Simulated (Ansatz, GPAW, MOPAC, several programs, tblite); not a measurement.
# What each method gives for OsBr₂ (1T monolayer)

A free-standing 1T monolayer of OsBr₂, relaxed with r2SCAN in Ansatz, was computed with several methods. The sheet's in-plane cell has a = 3.794 Å, b = 3.794 Å (γ = 120.0°), and its outermost atoms lie 2.57 Å apart along the normal. Os is surrounded by 6 Br at 2.54 Å; Br is surrounded by 3 Os at 2.54 Å. These are computed values for a spin-unpolarised cell that may be hypothetical; none is a measurement.

```xyz
3
Lattice="3.7935 0.0000 0.0000 -1.8968 3.2853 0.0000 0.0000 0.0000 30.1507" Properties=species:S:1:pos:R:3 pbc="T T F"
Os    0.0000    0.0000    9.0000
Br    0.0000    2.1902   10.2836
Br    1.8968    1.0951    7.7164
```
Two periodic directions, a and b.

Gaps and times are for a single point on this cell. Times are rough, from shared hosts (Arm Neoverse V1), and each method has its own mesh and cell size. PM7 (MOPAC) and PM6 (MOPAC): levels, charges or heat of formation failed a check of plausibility, so no values are given. PM6 (MOPAC), PM7 (MOPAC), GFN1-xTB (tblite), GFN2-xTB (tblite) treat a cluster of cells at its zone centre, which samples few k points: where these miss a band edge, the gap comes out too large for that reason alone. Gaps from k meshes are read at a limited set of points (mesh, symmetry points, PBE's band edges), so each method's own least gap may be somewhat smaller. xTB and the PM methods were fitted mostly to molecules, and can miss a solid's gap by electronvolts. Minimal bases can be far off for gaps. GLLB-SC's gap includes the derivative discontinuity. d marks a direct gap, i an indirect one (no mark: not told apart), a dash a value that wasn't computed or didn't pass its checks.

| method | kind | gap (eV) | atoms computed | processor time |
| --- | --- | --- | --- | --- |
| GFN1-xTB (tblite) | tight binding | 1.36 | 27 | 1 s |
| GFN2-xTB (tblite) | tight binding | 0.60 | 27 | 1.3 s |
| light PBE (260 eV and a coarse mesh) | light plane-wave | 1.22 d | 3 | 3.5 s |
| PM7 (MOPAC) | semi-empirical | – | 27 | 4.6 s |
| PBE/single zeta (GPAW) | small basis | 1.10 d | 3 | 9.1 s |
| PBE | semilocal | 1.20 d | 3 | 13 s |
| PM6 (MOPAC) | semi-empirical | – | 27 | 22 s |
| r2SCAN | semilocal | 1.65 d | 3 | 33 s |
| GLLB-SC (GPAW) | model potential | 2.47 | 3 | 2.2 min |

Against r2SCAN (1.65 eV) and with closed or daggered gaps left aside, the nearest gap at the points sampled is that of GFN1-xTB (tblite) (-0.29 eV) and the farthest that of GFN2-xTB (tblite) (-1.05 eV). r2SCAN is only a yardstick of convenience: semilocal gaps usually lie below measured ones, which GLLB-SC and hybrids aim to mend.

Spin-orbit coupling is left out, which matters wherever the heavy atoms make up the band edges.
